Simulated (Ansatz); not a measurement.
# C: the cost of one run

Method: DFT r2SCAN, scalar-relativistic, plane waves, PAW, in Ansatz 0.2.0.

## 1. The structure to begin with

Symmetry: P6_3/mmc, No. 194, hexagonal system. The conventional cell has a = 2.460 Å, b = 2.460 Å, c = 6.700 Å, α = 90.00°, β = 90.00°, γ = 120.00°. Around C (site symmetry -6m2) lie 3 C at 1.42 Å.

Coordinates:

```
C
1.0
     2.46000    0.00000    0.00000
    -1.23000    2.13042    0.00000
     0.00000    0.00000    6.70000
C
4
Direct
  0.00000 0.00000 0.25000
  0.33333 0.66667 0.25000
  0.00000 0.00000 0.75000
  0.66667 0.33333 0.75000
```

## 2. Relaxing cell and atoms: C, no spin

input.yaml

```yaml
crystal:
  lattice:
    - [2.46, 0.0, 0.0]
    - [-1.23, 2.1304224933, 0.0]
    - [0.0, 0.0, 6.7]
  atoms:
    - { symbol: C, position: [0.0, 0.0, 0.25] }
    - { symbol: C, position: [0.3333333333, 0.6666666667, 0.25] }
    - { symbol: C, position: [0.0, 0.0, 0.75] }
    - { symbol: C, position: [0.6666666667, 0.3333333333, 0.75] }
scf:
  occupations: { method: gaussian, width: 0.05 }
output:
  forces: true
  stress: true
  eigenvalues: true
  write_density: true
  write_potential: true
  elf: true
  volumetric_format: npy
kpoints:
  mp_grid: { grid: [24, 24, 8] }
hamiltonian:
  xc: r2scan
relax:
  f_tol: 0.01
  adjacent_minimum: "off"
  cell: { stress_tol: 0.05 }
```

Command:

```console
$ ansatz run input.yaml --threads 2 --pin off --max-ram 6144MiB --backend cpu --events-out ev --progress --plain --runs-dir out
```

**Question.** How long does this run take on 2 threads of Intel Xeon 6975P-C (Granite Rapids), shared host, and how much memory does it need?

About 37 s, with a peak of 0.54 GiB.
